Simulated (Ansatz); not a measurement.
# YZn: a tetragonal deformation path

One table from this session's results is given with a row withheld; the runs are named, their logs left out.

Method: DFT PBEsol, scalar-relativistic, plane waves, PAW, in Ansatz 0.2.0.

## The system as given

It takes space group Fm-3m (No. 225, cubic). The conventional cell has a = 5.926 Å, b = 5.926 Å, c = 5.926 Å, α = 90.00°, β = 90.00°, γ = 90.00°. Y (site symmetry m-3m) is surrounded by 6 Zn at 2.96 Å. Around Zn (site symmetry m-3m) lie 6 Y at 2.96 Å.

As a file:

```xyz
2
Lattice="0.0000 2.9630 2.9630 2.9630 0.0000 2.9630 2.9630 2.9630 0.0000" Properties=species:S:1:pos:R:3 pbc="T T T"
Y     0.0000    0.0000    0.0000
Zn    2.9630    2.9630    2.9630
```

It goes back to an entry of the Materials Project, which need not be the stable form.

The cell is taken as given, not relaxed at this level.

The first run:

Contents of input.yaml:

```yaml
crystal:
  lattice:
    - [0.0, 2.962987, 2.962987]
    - [2.962987, 0.0, 2.962987]
    - [2.962987, 2.962987, 0.0]
  atoms:
    - { symbol: "Y", position: [0.0, 0.0, 0.0] }
    - { symbol: Zn, position: [0.5, 0.5, 0.5] }
basis:
  ecutwfc: 420
kpoints:
  mp_grid: { grid: [16, 16, 16] }
hamiltonian:
  xc: pbesol
scf:
  occupations: { method: gaussian, width: 0.15 }
output:
  forces: true
  stress: true
  eigenvalues: true
```

Steps of the session up to this table: Zero of the scan; Point ρ = 0.707; At ρ = 1.414; At ρ = 0.850; ρ = 1.200.

One table of the session follows, with a row left open; its other results are not shown here.

| ρ | ΔE (meV/atom) | pressure (GPa) |
| --- | --- | --- |
| 0.707 | 866.6 | 6.2 |
| 0.850 | ? | ? |
| 1.000 | 0.0 | -2.6 |
| 1.200 | 189.3 | 0.3 |
| 1.414 | 591.4 | 6.8 |

**Question.** Estimate the row for ρ = 0.850.

Worked estimate for «ΔE (meV/atom)». A straight line through the neighbours (0.707, 866.6) and (1.000, 0.0) gives 866.6 + (0.0 − 866.6) × (0.850 − 0.707) / (1.000 − 0.707) = 443.7; a parabola fitted to 3 rows on both sides gives 273.8.

As computed: ΔE (meV/atom): 184.1; pressure (GPa): -0.7. In «ΔE (meV/atom)» the line misses by +259.6 and the parabola by +89.7.
